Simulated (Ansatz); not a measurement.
**Si2H3F3 (SMILES F[Si](F)(F)[SiH3]) at HF/3-21G**

Aim: the vertical singlet–triplet gap of Si2H3F3 at HF/3-21G, from 2 runs. 

Program for the calculation: Ansatz 0.2.0.

48 further runs of the same task are left out: 4 that didn't finish, 44 set aside as unsound or not needed.

**1. The molecule**

The species is Si2H3F3 (8 atoms), meant as a singlet with charge 0. SMILES: `F[Si](F)(F)[SiH3]`. The shape is that of a PBE0-D4/def2-TZVP optimisation.

Bond lengths: F1–Si2 1.582 Å, Si2–F3 1.582 Å, Si2–F4 1.582 Å, Si2–Si5 2.328 Å, Si5–H6 1.484 Å, Si5–H7 1.484 Å, Si5–H8 1.484 Å. Some angles: F1–Si2–F3 107.0°, F1–Si2–F4 107.0°, F1–Si2–Si5 111.9°, F3–Si2–F4 107.0°, F3–Si2–Si5 111.9°, F4–Si2–Si5 111.9°, Si2–Si5–H6 108.7°, Si2–Si5–H7 108.7°, Si2–Si5–H8 108.7°, H6–Si5–H7 110.2°.

**2. The energy at HF/3-21G**

The input, run.yaml:

```yaml
crystal:
  periodic: [false, false, false]
  atoms:
    - {symbol: F, position_ang: [1.310500, -1.060500, 1.504800]}
    - {symbol: Si, position_ang: [0.534400, -0.990500, 0.128500]}
    - {symbol: F, position_ang: [-0.479300, -2.204500, 0.107900]}
    - {symbol: F, position_ang: [1.595600, -1.255900, -1.013900]}
    - {symbol: Si, position_ang: [-0.550700, 1.050400, -0.152600]}
    - {symbol: H, position_ang: [-1.525600, 1.227900, 0.951900]}
    - {symbol: H, position_ang: [0.460600, 2.135800, -0.122800]}
    - {symbol: H, position_ang: [-1.253300, 1.040400, -1.459500]}
basis:
  gaussian:
    orbitals: 3-21G.json
accuracy: high
output: {orbitals: {seedname: orbitals}}
hamiltonian:
  xc: hf
```

The basis set 3-21G is read from a file made from the Basis Set Exchange's data (not shown).

Command:

```console
$ ansatz run run.yaml --threads 1 --pin off --max-ram 3480MiB --events-out events.jsonl --progress --plain --runs-dir runs
```

What it wrote:

```text
Warning: RAYON_NUM_THREADS=1 ignored (pool sized by the plan → 1); use --threads N
Functional definition: HF
  name "HF"
  exchange = exact_x
  correlation = 0
1295 factors; integrals over basis functions are off by at most 6.2e-9 eV
mean field evaluation 1: about -23764.0602 eV, gradient 3.7e1 eV
mean field evaluation 2: about -23764.3466 eV, gradient 3.8e1 eV
mean field evaluation 4: about -23767.0166 eV, gradient 1.6e0 eV
mean field evaluation 8: about -23767.0506 eV, gradient 7.4e-2 eV
mean field evaluation 16: about -23767.0506 eV, gradient 1.9e-8 eV
mean field -23767.05060911 eV, -873.4229999992 hartree, gradient 1.9e-8 eV, S^2 0.000000; 0 other end points of the search recorded, 0 dependent functions left out
reference -23767.05060911 eV, -873.4229999992 hartree; 29, 29 occupied and 30, 30 virtual orbitals, 1295 factors
Total energy: -23767.05060911 eV, -873.4229999992 hartree
```

Run time: 0.74 s. Hardware: 1 thread of Arm Neoverse V2, shared host; peak memory 0.14 GiB.

**3. The triplet at the same level**

The input, input.yaml:

```yaml
crystal:
  periodic: [false, false, false]
  atoms:
    - {symbol: F, position_ang: [1.310500, -1.060500, 1.504800]}
    - {symbol: Si, position_ang: [0.534400, -0.990500, 0.128500]}
    - {symbol: F, position_ang: [-0.479300, -2.204500, 0.107900]}
    - {symbol: F, position_ang: [1.595600, -1.255900, -1.013900]}
    - {symbol: Si, position_ang: [-0.550700, 1.050400, -0.152600]}
    - {symbol: H, position_ang: [-1.525600, 1.227900, 0.951900]}
    - {symbol: H, position_ang: [0.460600, 2.135800, -0.122800]}
    - {symbol: H, position_ang: [-1.253300, 1.040400, -1.459500]}
basis:
  gaussian:
    orbitals: 3-21G.json
output: {orbitals: {seedname: orbitals}}
total_charge: 0
accuracy: high
magnetization:
  spin_polarized: true
  initial_magnetization: 2
hamiltonian:
  xc: hf
```

The basis set 3-21G is read from a file made from the Basis Set Exchange's data (not shown).

Command:

```console
$ ansatz run input.yaml --threads 1 --pin off --max-ram 3480MiB --events-out events.jsonl --progress --plain --runs-dir runs
```

What it wrote, cut to the lines that bear on the results:

```text
Warning: RAYON_NUM_THREADS=1 ignored (pool sized by the plan → 1); use --threads N
[... 2 set-up lines as earlier in the session ...]
[...]
1295 factors; integrals over basis functions are off by at most 6.2e-9 eV
[...]
mean field -23758.67988302 eV, -873.1153814893 hartree, gradient 1.5e-8 eV, S^2 2.010687; 3 other end points of the search recorded, 0 dependent functions left out
reference -23758.67988302 eV, -873.1153814893 hartree; 30, 28 occupied and 29, 31 virtual orbitals, 1295 factors
Total energy: -23758.67988302 eV, -873.1153814893 hartree
```

Run time: 9.3 s. Hardware: 1 thread of Arm Neoverse V2, shared host; peak memory 0.19 GiB.

**4. What came out**

At HF/3-21G:

```
                                        quantity          value
                           singlet: total energy  -873.42300 Eh
                            singlet: HOMO energy      -12.56 eV
                            singlet: LUMO energy        3.35 eV
                          singlet: HOMO–LUMO gap       15.92 eV
                           triplet: total energy  -873.11538 Eh
     triplet: HOMO energy (highest over α and β)       -4.17 eV
      triplet: LUMO energy (lowest over α and β)       -3.59 eV
                                   triplet: ⟨S²⟩          2.011
vertical energy of the triplet above the singlet       8.371 eV
```

At this shape the triplet lies 8.37 eV (808 kJ/mol) above the singlet.
